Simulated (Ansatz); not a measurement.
# KCl (database structure, charge +1): how the settings move a single-point run

How sensitive is a single-point run of KCl (database structure, charge +1) to its settings? A reference run comes first, then four runs with altered input.

Program: Ansatz 0.2.0. Level of theory: reference: DFT r2SCAN, plane waves, PAW, scalar-relativistic, collinear spin. These are calculated values, not measurements.

### Step 1. Starting point

The structure is cubic, space group Fm-3m (No. 225). The conventional cell has a = 6.330 Å, b = 6.330 Å, c = 6.330 Å, α = 90.00°, β = 90.00°, γ = 90.00°. K (site symmetry m-3m) has 6 Cl at 3.16 Å as nearest neighbours. Around Cl (site symmetry m-3m) lie 6 K at 3.16 Å.

As a file:

```cif
data_structure
_symmetry_space_group_name_H-M 'Fm-3m'
_symmetry_Int_Tables_number 225
_cell_length_a 6.3300
_cell_length_b 6.3300
_cell_length_c 6.3300
_cell_angle_alpha 90.000
_cell_angle_beta 90.000
_cell_angle_gamma 90.000
_cell_volume 253.63
loop_
_atom_site_label
_atom_site_type_symbol
_atom_site_symmetry_multiplicity
_atom_site_Wyckoff_symbol
_atom_site_fract_x
_atom_site_fract_y
_atom_site_fract_z
_atom_site_occupancy
K1 K 4 a 0.00000 0.00000 0.00000 1
Cl1 Cl 4 b 0.50000 0.00000 0.00000 1
```

### Step 2. Reference

The input, input.yaml:

```yaml
crystal:
  lattice:
    - [0.0, 3.16498112, 3.16498112]
    - [3.16498112, 0.0, 3.16498112]
    - [3.16498112, 3.16498112, 0.0]
  atoms:
    - { symbol: K, position: [0.0, 0.0, 0.0] }
    - { symbol: Cl, position: [0.5, 0.5, 0.5], spin: 0.9 }
kpoints:
  mp_grid: { grid: [5, 5, 5], shift: [0, 0, 0] }
magnetization:
  spin_polarized: true
scf:
  occupations: { method: fermi_dirac, width: 0.031 }
hamiltonian:
  pseudopotentials: { kind: paw }
  xc: r2scan
basis:
  ecutwfc: 500
total_charge: 1.0
output:
  forces: true
  stress: true
  eigenvalues: true
```

Command:

```bash
$ ansatz run input.yaml --threads 1 --pin off --max-ram 2560MiB --backend cpu --events-out ev --progress --plain --runs-dir out
```

### Step 3. Changed: dispersion d4, ecutwfc 40.4 Ry, accuracy medium

input.yaml, as its differences from that of step 2:

```diff
@@ -17,4 +17,5 @@
   xc: r2scan
+  dispersion: d4
 basis:
-  ecutwfc: 500
+  ecutwfc: "40.4 Ry"
 total_charge: 1.0
@@ -24 +25,2 @@
   eigenvalues: true
+accuracy: medium
```

### Step 4. Changed: xc revpbe, accuracy high

input.yaml, as its differences from that of step 2:

```diff
@@ -16,3 +16,3 @@
   pseudopotentials: { kind: paw }
-  xc: r2scan
+  xc: revpbe
 basis:
@@ -24 +24,2 @@
   eigenvalues: true
+accuracy: high
```

### Step 5. Changing settings: starting moments, symmetry.detect false

input.yaml, as its differences from that of step 2:

```diff
@@ -6,4 +6,5 @@
   atoms:
-    - { symbol: K, position: [0.0, 0.0, 0.0] }
-    - { symbol: Cl, position: [0.5, 0.5, 0.5], spin: 0.9 }
+    - { symbol: K, position: [0.0, 0.0, 0.0], spin: 2.0 }
+    - { symbol: Cl, position: [0.5, 0.5, 0.5], spin: -0.5 }
+  symmetry: { detect: false }
 kpoints:
```

### Step 6. A further run, with the input changed

input.yaml, as its differences from that of step 2:

```diff
@@ -2,5 +2,5 @@
   lattice:
-    - [0.0, 3.16498112, 3.16498112]
-    - [3.16498112, 0.0, 3.16498112]
-    - [3.16498112, 3.16498112, 0.0]
+    - [0.0, 2.5319849, 2.5319849]
+    - [2.5319849, 0.0, 2.5319849]
+    - [2.5319849, 2.5319849, 0.0]
   atoms:
@@ -14,2 +14,3 @@
   occupations: { method: fermi_dirac, width: 0.031 }
+  max_iter: 100
 hamiltonian:
```

(Steps that only read results are left out.)

Before running it: what results should come out? Wanted: for each run, ending; energy change; pressure; abs. moment; force.

As calculated:

```tsv
run	ending	energy change	pressure (GPa)	abs. moment (μB)	force (eV/Å)	cycles	time
reference	converged	0	7.9	1.01	0.00	13	5.5 s
1: dispersion d4, ecutwfc 40.4 Ry, accuracy medium	converged	-35.8 meV/atom (offset of the dispersion model)	7.7	1.01	0.00	13	3.9 s
2: xc revpbe, accuracy high	converged	not comparable	9.9	1.00	0.00	12	1.7 s
3: starting moments, symmetry.detect false	converged	-97.1 meV/atom	8.6	1.08	0.00	43	1.8 min
4: structure	converged	-2.00 eV/atom	77.2	1.00	0.00	11	2.5 s
```

Residual by cycle in the longest SCF loop of each run; runs are numbered as in the table. The quantity is the density residual dr2, in eV.

```tsv
cycle	reference	run 1	run 2	run 3	run 4
1	7.24	7.24	7.54	7.19	5.86
5	0.0146	0.0146	0.0135	0.00958	9.2e-4
9	9.8e-5	9.7e-5	8.0e-8	1.6e-4	2.4e-7
12	3.3e-7	3.3e-7	7.3e-13	2.8e-5	-
16	-	-	-	2.2e-6	-
20	-	-	-	3.8e-6	-
24	-	-	-	8.0e-5	-
28	-	-	-	0.0302	-
32	-	-	-	0.136	-
35	-	-	-	0.00257	-
39	-	-	-	2.2e-7	-
43	-	-	-	5.2e-9	-
```

«starting moments, symmetry.detect false» moves the energy by -97.1 meV/atom. Of the variants the dearest is «starting moments, symmetry.detect false» (1.8 min), the cheapest «xc revpbe, accuracy high» (1.7 s), on a shared host.

The reference is no final answer either: its magnetic state comes from one start and may not be the lowest; the charged cell sits in a uniform background, which enters energy and pressure.
